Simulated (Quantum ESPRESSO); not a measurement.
Crystal: CuF2.

```
CELL_PARAMETERS angstrom
1.51335 0.87373 4.57543
-1.51335 0.87373 4.57543
0.00000 -1.74747 4.57543
ATOMIC_POSITIONS crystal
Cu 0.00000 0.00000 0.00000
F 0.25200 0.25200 0.25200
F 0.74800 0.74800 0.74800
```

The cell was built by a generator and needn't be a form met in nature.

Base run:

| Quantity | Value |
| --- | --- |
| Program | Quantum ESPRESSO 7.5 |
| Functional | LDA |
| Potentials or basis | GBRV 1.5 LDA |
| Cutoff | 762 eV |
| Density cutoff | 6095 eV |
| k mesh | 7 × 7 × 7 |
| Occupations | gaussian, width 0.05 eV |
| Spin | collinear spin, ferromagnetic start |
| Starting moments | [1.0, 0.0, 0.0] μB |
| Hubbard terms | Cu d U = 3 eV |

Its results: band gap on the k mesh none (metal or under the smearing width); pressure -9.7 GPa; net moment 1.00 μB per cell; site moments Cu +0.68; F +0.16 μB; largest force 1.324 eV/Å.

Task: The run is repeated on the same cell with these changes: hubbard terms from Cu d U = 3 eV to none. What comes out?

Result: Band gap on the k mesh none (metal or under the smearing width); pressure -10.2 GPa; net moment 1.00 μB per cell; site moments Cu +0.71; F +0.15 μB; largest force 1.353 eV/Å.

Caveats: a cell with one magnetic atom can't hold antiferromagnetic order, which such compounds often take; forces of over 1 eV/Å show positions far from the minimum, so gaps and moduli don't describe the material at rest; semilocal functionals often make such compounds metallic where correlation or magnetic order opens a gap, which also shifts bond lengths (some runs).
